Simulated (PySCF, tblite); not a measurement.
# C₆H₉O₂P: geometry, infrared bands and NMR shifts

Aim: predict the infrared bands and NMR shifts of C₆H₉O₂P (`C#CC[P@@](=O)(O)C(=C)C`).

The runs use tblite 0.8.0 and PySCF 2.14.0, with density-fitted response routines of our own; the level of theory stands in each step. All values are computed, except where a source is named. Atoms count from 0, in the outputs and in this text.

### 1 Starting geometry

18 atoms, charge 0, multiplicity 1; geometry from: force field or distance geometry start.

Bonds of the start (Å): C0–C1 1.20, C1–C2 1.47, C2–P3 1.80, P3–O4 1.51, P3–O5 1.62, P3–C6 1.76, C6–C7 1.34, C6–C8 1.51, C0–H9 1.06, C2–H10 1.11, C2–H11 1.09, O5–H12 0.99, C7–H13 1.08, C7–H14 1.09, C8–H15 1.08, C8–H16 1.09, C8–H17 1.10.

### 2 Relaxing the molecule with GFN2-xTB

What the job is given:

```
{"job": {"kind": "relax", "xc": "GFN2-xTB", "basis": "xTB"}, "charge": 0, "multiplicity": 1}
C      0.907200    -1.291500    -2.804000
C      0.690200    -0.268300    -2.205700
C      0.455300     0.971800    -1.455200
P      0.703100     0.870000     0.321300
O      2.145400     0.673400     0.713900
O      0.249500     2.342900     0.817500
C     -0.571800    -0.191400     0.920400
C     -1.852000     0.183600     1.052400
C     -0.103000    -1.574200     1.298700
H      1.081400    -2.189600    -3.339000
H     -0.583400     1.308400    -1.646600
H      1.104100     1.757500    -1.839100
H      0.507100     2.505100     1.759000
H     -2.174500     1.180700     0.775100
H     -2.621500    -0.492000     1.423500
H      0.348000    -2.062000     0.447000
H      0.637100    -1.508600     2.101300
H     -0.931000    -2.209500     1.647800
```

Run with:

```console
> OMP_NUM_THREADS=1 python probes_run.py task.json out
```

One launch serves the whole session: the jobs run in the order shown.

**Question.** This job is followed by: GFN2-xTB harmonic vibrations, gas phase; GIAO PBE0/pcSseg-1 NMR shielding, non-relativistic, gas phase. What will the session give for the following? strongest single infrared mode (GFN2-xTB); zero-point energy (GFN2-xTB); 13C shifts against TMS (PBE0/pcSseg-1); 1H shifts against TMS (PBE0/pcSseg-1, means over atoms taken as alike); 31P shifts against H3PO4 (PBE0/pcSseg-1); 17O shifts against H2O (PBE0/pcSseg-1).

As calculated:

| quantity | value |
| --- | --- |
| strongest single infrared mode (GFN2-xTB) | 1266 cm⁻¹, 299 km/mol |
| zero-point energy (GFN2-xTB) | 83.4 kcal/mol |
| 13C shifts against TMS (PBE0/pcSseg-1) | 153.5, 131.2, 81.4, 78.5, 27.5, 26.0 ppm |
| 1H shifts against TMS (PBE0/pcSseg-1, means over atoms taken as alike) | 6.09, 5.95, 2.85, 2.71, 2.45, 2.44, 1.44 ppm |
| 31P shifts against H3PO4 (PBE0/pcSseg-1) | 25.8 ppm |
| 17O shifts against H2O (PBE0/pcSseg-1) | 149.6, 111.4 ppm |

What this shows: Over 118 steps the energy fell by 0.337 eV; of the close pairs, P3–C6 changed most, 1.764 to 1.826 Å. All 48 modes are real, so the xTB geometry is a minimum. The strongest single mode, at 1266 cm⁻¹, moves mainly O4 and P3. GFN2-xTB is a fitted tight-binding method: band positions and strengths are rough. Its intensities can rank the bands wrongly. C6 (fully substituted alkene carbon) lies farthest downfield among carbon, at 153.5 ppm; as expected for a trigonal carbon in a double bond. At PBE0/pcSseg-1: The widest tensor belongs to C1: span 278 ppm, with a paramagnetic part of -160 ppm.
